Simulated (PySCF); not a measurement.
**CH6GaN (SMILES [CH3][GaH][NH2]): B2PLYP/def2-SVP**

What is the vertical ionisation energy of CH6GaN at B2PLYP/def2-SVP? Input form: a Python script.

The results are computed with PySCF 2.14.0.

### Step 1. Starting point

The species is CH6GaN (9 atoms), meant as a singlet with charge 0. As SMILES, `[CH3][GaH][NH2]`. The coordinates come from a PBE0-D4/def2-TZVP relaxation.

Bond lengths: C1–Ga2 1.962 Å, Ga2–N3 1.819 Å, C1–H4 1.093 Å, C1–H5 1.093 Å, C1–H6 1.091 Å, Ga2–H7 1.566 Å, N3–H8 1.006 Å, N3–H9 1.006 Å. Some angles: C1–Ga2–N3 118.1°, C1–Ga2–H7 126.4°, N3–Ga2–H7 115.5°, Ga2–C1–H4 110.4°, Ga2–C1–H5 110.5°, Ga2–C1–H6 111.7°, Ga2–N3–H8 124.0°, Ga2–N3–H9 124.3°, H4–C1–H5 107.2°, H4–C1–H6 108.5°.

### Step 2. A single-point energy at B2PLYP/def2-SVP

File run.py:

```python
# [CH3][GaH][NH2]
from pyscf import gto, dft, mp

system = gto.M(
    atom=[
    ('C', (-0.279100, 0.944700, -1.124800)),
    ('Ga', (0.513400, -0.531900, -0.104400)),
    ('N', (-0.068200, -0.807600, 1.596800)),
    ('H', (-0.756000, 0.568300, -2.033100)),
    ('H', (0.493400, 1.652200, -1.435600)),
    ('H', (-1.026300, 1.483500, -0.540100)),
    ('H', (1.617900, -1.521300, -0.608700)),
    ('H', (0.276500, -1.536600, 2.197700)),
    ('H', (-0.771600, -0.251300, 2.052200)),
],
    basis='def2-svp',
    spin=0,
    max_memory=1860,
    verbose=4,
)

ks = dft.RKS(system, xc='0.53*HF + 0.47*B88, 0.73*LYP')
ks.grids.level = 6
ks.conv_tol = 1e-10
ks.kernel()
if not ks.converged:
    ks = ks.newton().run(ks.mo_coeff, ks.mo_occ)

pt = mp.MP2(ks, frozen=11).run()
e_tot = ks.e_tot + 0.27 * pt.e_corr
print('PT2 part  %.8f' % (0.27 * pt.e_corr))
print('E(%s) = %.9f' % ('B2PLYP', e_tot))
```

Started as:

```console
$ OMP_NUM_THREADS=1 python run.py
```

Output:

```text
PySCF version 2.14.0

[INPUT] num. atoms = 9
[INPUT] num. electrons = 50
[INPUT] charge = 0
[INPUT] spin (= nelec alpha-beta = 2S) = 0
[INPUT] symmetry False subgroup None
[INPUT] Mole.unit = angstrom
[INPUT] Symbol           X                Y                Z      unit          X                Y                Z       unit  Magmom
[INPUT]  1 C     -0.279100000000   0.944700000000  -1.124800000000 AA   -0.527422561366   1.785224269877  -2.125563944911 Bohr   0.0
[INPUT]  2 Ga     0.513400000000  -0.531900000000  -0.104400000000 AA    0.970185392352  -1.005145325656  -0.197287407405 Bohr   0.0
[INPUT]  3 N     -0.068200000000  -0.807600000000   1.596800000000 AA   -0.128879321695  -1.526142818199   3.017514675705 Bohr   0.0
[INPUT]  4 H     -0.756000000000   0.568300000000  -2.033100000000 AA   -1.428632950171   1.073931356590  -3.842002183853 Bohr   0.0
[INPUT]  5 H      0.493400000000   1.652200000000  -1.435600000000 AA    0.932390869860   3.122205503006  -2.712890824426 Bohr   0.0
[INPUT]  6 H     -1.026300000000   1.483500000000  -0.540100000000 AA   -1.939425921641   2.803408705792  -1.020641079878 Bohr   0.0
[INPUT]  7 H      1.617900000000  -1.521300000000  -0.608700000000 AA    3.057387896934  -2.874840353301  -1.150276292023 Bohr   0.0
[INPUT]  8 H      0.276500000000  -1.536600000000   2.197700000000 AA    0.522509273442  -2.903753163007   4.153051103957 Bohr   0.0
[INPUT]  9 H     -0.771600000000  -0.251300000000   2.052200000000 AA   -1.458112677714  -0.474888175103   3.878095952832 Bohr   0.0

nuclear repulsion = 188.630644617127
number of shells = 42
number of NR pGTOs = 164
number of NR cGTOs = 90
basis = def2-svp
ecp = {}

******** <class 'pyscf.dft.rks.RKS'> ********
method = RKS
initial guess = minao
damping factor = 0
level_shift factor = 0
DIIS = <class 'pyscf.scf.diis.CDIIS'>
diis_start_cycle = 1
diis_space = 8
diis_damp = 0
SCF conv_tol = 1e-10
SCF conv_tol_grad = None
SCF max_cycles = 50
direct_scf = True
direct_scf_tol = 1e-13
XC library pyscf.dft.libxc version 7.0.0
    S. Lehtola, C. Steigemann, M. J.T. Oliveira, and M. A.L. Marques.,  SoftwareX 7, 1–5 (2018)
XC functionals = 0.53*HF + 0.47*B88, 0.73*LYP
    A. D. Becke.,  Phys. Rev. A 38, 3098 (1988)
    C. Lee, W. Yang, and R. G. Parr.,  Phys. Rev. B 37, 785 (1988)
    B. Miehlich, A. Savin, H. Stoll, and H. Preuss.,  Chem. Phys. Lett. 157, 200 (1989)
radial grids:
    Treutler-Ahlrichs [JCP 102, 346 (1995); DOI:10.1063/1.469408] (M4) radial grids

becke partition: Becke, JCP 88, 2547 (1988); DOI:10.1063/1.454033
pruning grids: <function nwchem_prune>
grids dens level: 6
symmetrized grids: False
atomic radii adjust function: <function treutler_atomic_radii_adjust>
small_rho_cutoff = 0
Set gradient conv threshold to 1e-05
Initial guess from minao.
tot grids = 399216
init E= -2019.79889170754
  HOMO = -0.310833525243772  LUMO = -0.012564647309095  gap/eV = 8.11631
cycle= 1 E= -2020.30824401933  delta_E= -0.509  |g|= 0.495  |ddm|=  2.8
  HOMO = -0.227681042208808  LUMO = 0.0402043699407661  gap/eV = 7.28953
cycle= 2 E= -2020.30520580365  delta_E= 0.00304  |g|= 0.527  |ddm|= 0.704
  HOMO = -0.310333737578733  LUMO = 0.0327630566529393  gap/eV = 9.33614
cycle= 3 E= -2020.35737836831  delta_E= -0.0522  |g|= 0.0413  |ddm|= 0.373
  HOMO = -0.300118479537377  LUMO = 0.0335503585230876  gap/eV = 9.07959
cycle= 4 E= -2020.3577216853  delta_E= -0.000343  |g|= 0.0241  |ddm|= 0.0543
  HOMO = -0.303195453716939  LUMO = 0.0337174377884875  gap/eV = 9.16787
cycle= 5 E= -2020.35786072052  delta_E= -0.000139  |g|= 0.00237  |ddm|= 0.0209
  HOMO = -0.303000397768829  LUMO = 0.0339897561226383  gap/eV = 9.16997
cycle= 6 E= -2020.35786184213  delta_E= -1.12e-06  |g|= 0.000957  |ddm|= 0.00325
  HOMO = -0.303149599130171  LUMO = 0.0339266874582953  gap/eV = 9.17231
cycle= 7 E= -2020.35786200653  delta_E= -1.64e-07  |g|= 0.000214  |ddm|= 0.000906
  HOMO = -0.30313967940965  LUMO = 0.0339168566954196  gap/eV = 9.17178
cycle= 8 E= -2020.35786201985  delta_E= -1.33e-08  |g|= 3.12e-05  |ddm|= 0.00025
  HOMO = -0.303134220851379  LUMO = 0.0339225711152578  gap/eV = 9.17178
cycle= 9 E= -2020.35786202044  delta_E= -5.94e-10  |g|= 8.02e-06  |ddm|= 6.81e-05
  HOMO = -0.303135370134327  LUMO = 0.0339221282575468  gap/eV = 9.17180
cycle= 10 E= -2020.35786202048  delta_E= -3.96e-11  |g|= 1.99e-06  |ddm|= 1.77e-05
  HOMO = -0.303135477382803  LUMO = 0.0339223811138885  gap/eV = 9.17181
Extra cycle  E= -2020.35786202048  delta_E= 7.73e-12  |g|= 1.22e-06  |ddm|= 4.45e-06
converged SCF energy = -2020.35786202048

******** <class 'pyscf.mp.mp2.RMP2'> ********
nocc = 14, nmo = 79
frozen orbitals 11
E(RMP2) = -2021.02170795804  E_corr = -0.663845937562227
E(SCS-RMP2) = -2021.00189001923  E_corr = -0.644027998751987
E_corr(same-spin) = -0.176062068833868
E_corr(oppo-spin) = -0.487783868728359
PT2 part  -0.17923840
E(B2PLYP) = -2020.537100424
```

Wall time 21 s (1 thread of Intel Xeon Platinum 8488C (Sapphire Rapids), shared host); peak memory 0.47 GiB.

### Step 3. The doublet cation at the same level

File calc.py:

```python
from pyscf import gto, dft, mp

mol = gto.Mole()
mol.atom = [
    ('C', (-0.279100, 0.944700, -1.124800)),
    ('Ga', (0.513400, -0.531900, -0.104400)),
    ('N', (-0.068200, -0.807600, 1.596800)),
    ('H', (-0.756000, 0.568300, -2.033100)),
    ('H', (0.493400, 1.652200, -1.435600)),
    ('H', (-1.026300, 1.483500, -0.540100)),
    ('H', (1.617900, -1.521300, -0.608700)),
    ('H', (0.276500, -1.536600, 2.197700)),
    ('H', (-0.771600, -0.251300, 2.052200)),
]
mol.charge = 1
mol.max_memory = 1860
mol.spin = 1
mol.verbose = 3
mol.basis = 'def2-svp'
mol.build()

mf = dft.UKS(mol, xc='0.53*HF + 0.47*B88, 0.73*LYP')
mf.conv_tol = 1e-10
mf.grids.level = 6
mf.kernel()
if not mf.converged:
    mf = mf.newton().run(mf.mo_coeff, mf.mo_occ)

pt = mp.MP2(mf, frozen=11).run()
e_tot = mf.e_tot + 0.27 * pt.e_corr
print('PT2 part  %.8f' % (0.27 * pt.e_corr))
print('E(%s) = %.9f' % ('B2PLYP', e_tot))
```

Started as:

```console
$ OMP_NUM_THREADS=1 python calc.py
```

Output:

```text
converged SCF energy = -2020.03198341617  <S^2> = 0.75460668  2S+1 = 2.0046014
E(UMP2) = -2020.63011725741  E_corr = -0.598133841238757
E(SCS-UMP2) = -2020.6147167282  E_corr = -0.582733312028507
PT2 part  -0.16149614
E(B2PLYP) = -2020.193479553
```

Wall time 38 s (1 thread of Intel Xeon Platinum 8488C (Sapphire Rapids), shared host); peak memory 0.49 GiB.

### Step 4. Outcome

At B2PLYP/def2-SVP, 11 core orbitals frozen:

| quantity | value |
| --- | --- |
| singlet CH6GaN: total energy | -2020.53710 Eh |
| singlet CH6GaN: dipole moment (SCF part) | 0.90 D |
| singlet CH6GaN: HOMO energy (SCF part's orbitals) | -8.25 eV |
| singlet CH6GaN: LUMO energy (SCF part's orbitals) | 0.92 eV |
| singlet CH6GaN: HOMO–LUMO gap (SCF part's orbitals) | 9.17 eV |
| doublet cation: total energy | -2020.19348 Eh |
| doublet cation: HOMO energy (SCF part's orbitals) (highest over α and β) | -14.19 eV |
| doublet cation: LUMO energy (SCF part's orbitals) (lowest over α and β) | -9.72 eV |
| doublet cation: ⟨S²⟩ | 0.755 |
| vertical ionisation energy (to the doublet cation) | 9.350 eV |

**Reading.** The vertical ionisation energy comes to 9.35 eV (216 kcal/mol). −ε(HOMO) before ionisation, 8.25 eV, is 1.10 eV below this ionisation energy. Mulliken charges (doublet cation) run from -0.28 on C1 to +0.60 on Ga2.
